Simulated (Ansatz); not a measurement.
# B₂H₆Se₂ (-2): geometry and frequencies at several levels

One table from this session's results is given with a row withheld; the runs are named, their logs left out.

Program: Ansatz 0.2.0. Level of theory: the levels named in each step. These are calculated values, not measurements.

### The system as given

Bond lengths: B1–Se2 2.135 Å, Se2–Se3 2.368 Å, Se3–B4 2.135 Å, B1–H5 1.214 Å, B1–H6 1.203 Å, B1–H7 1.201 Å, B4–H8 1.203 Å, B4–H9 1.201 Å, B4–H10 1.214 Å. Angles: B1–Se2–Se3 107.5°, Se2–B1–H5 103.3°, Se2–B1–H6 108.2°, Se2–B1–H7 108.5°, H5–B1–H6 111.4°, H5–B1–H7 111.5°, H6–B1–H7 113.3°, Se2–Se3–B4 107.5°, Se3–B4–H8 108.2°, Se3–B4–H9 108.5°, Se3–B4–H10 103.3°, H8–B4–H9 113.3°, H8–B4–H10 111.4°, H9–B4–H10 111.5°.

Structure file:

```xyz
10

B     1.9846   -1.2094    1.1681
Se    0.9739    0.5383    0.4730
Se   -0.8963   -0.1754   -0.7925
B    -2.4108   -0.7822    0.5848
H     2.9548   -0.7617    1.7441
H     2.3058   -1.8643    0.2113
H     1.2566   -1.7952    1.9223
H    -2.6718    0.1539    1.2941
H    -2.0132   -1.7404    1.1896
H    -3.3461   -1.0669   -0.1346
```

The first run:

input.yaml

```yaml
crystal:
  periodic: [false, false, false]
  atoms:
    - { symbol: B, position_ang: [1.98456, -1.2094, 1.16808] }
    - { symbol: Se, position_ang: [0.97395, 0.53834, 0.47303] }
    - { symbol: Se, position_ang: [-0.89627, -0.17536, -0.79253] }
    - { symbol: B, position_ang: [-2.41075, -0.78216, 0.58485] }
    - { symbol: H, position_ang: [2.95478, -0.76165, 1.7441] }
    - { symbol: H, position_ang: [2.3058, -1.86429, 0.21133] }
    - { symbol: H, position_ang: [1.25662, -1.79517, 1.92231] }
    - { symbol: H, position_ang: [-2.67181, 0.15393, 1.2941] }
    - { symbol: H, position_ang: [-2.01321, -1.74036, 1.1896] }
    - { symbol: H, position_ang: [-3.34608, -1.06691, -0.13463] }
total_charge: -2
basis:
  gaussian: { orbitals: def2-SVPD }
hamiltonian:
  xc: pbe
  dispersion: d4
relax:
  f_tol: 0.03
  max_steps: 200
```

Run with:

```sh
$ ansatz run input.yaml --threads 4 --pin off --max-ram 10240MiB --backend cpu --events-out ev --progress --plain --runs-dir out
```

Steps of the session up to this table: A rough first relaxation, PBE-D4/def2-SVPD; Relaxation, HF/STO-3G; Frequencies, HF/STO-3G; Relaxation, HF/def2-SVPD; Frequencies, HF/def2-SVPD; Relaxation, LDA/def2-SVPD; Frequencies, LDA/def2-SVPD; Relaxation, PBE-D4/def2-SVPD; Frequencies, PBE-D4/def2-SVPD.

One table of the session follows, with a row left open; its other results are not shown here.

| level | B1–Se2 (Å) | Se2–Se3 (Å) | Se3–B4 (Å) | highest frequency (cm⁻¹) |
| --- | --- | --- | --- | --- |
| HF/STO-3G | 2.0763 | 2.3636 | 2.0763 | 3093 |
| HF/def2-SVPD | 2.1496 | 2.3933 | 2.1496 | 2435 |
| LDA/def2-SVPD | 2.0669 | 2.3894 | 2.0669 | 2344 |
| PBE-D4/def2-SVPD | ? | ? | ? | ? |

Estimate the missing values for PBE-D4/def2-SVPD.

As computed: B1–Se2 (Å): 2.1091; Se2–Se3 (Å): 2.4263; Se3–B4 (Å): 2.1090; highest frequency (cm⁻¹): 2330. In the column «B1–Se2 (Å)» it lies between HF/STO-3G (2.0763) and HF/def2-SVPD (2.1496).

Caveats from the session: A small anion of this charge may not be bound in the gas phase; the finite basis can hold electrons that would leave.
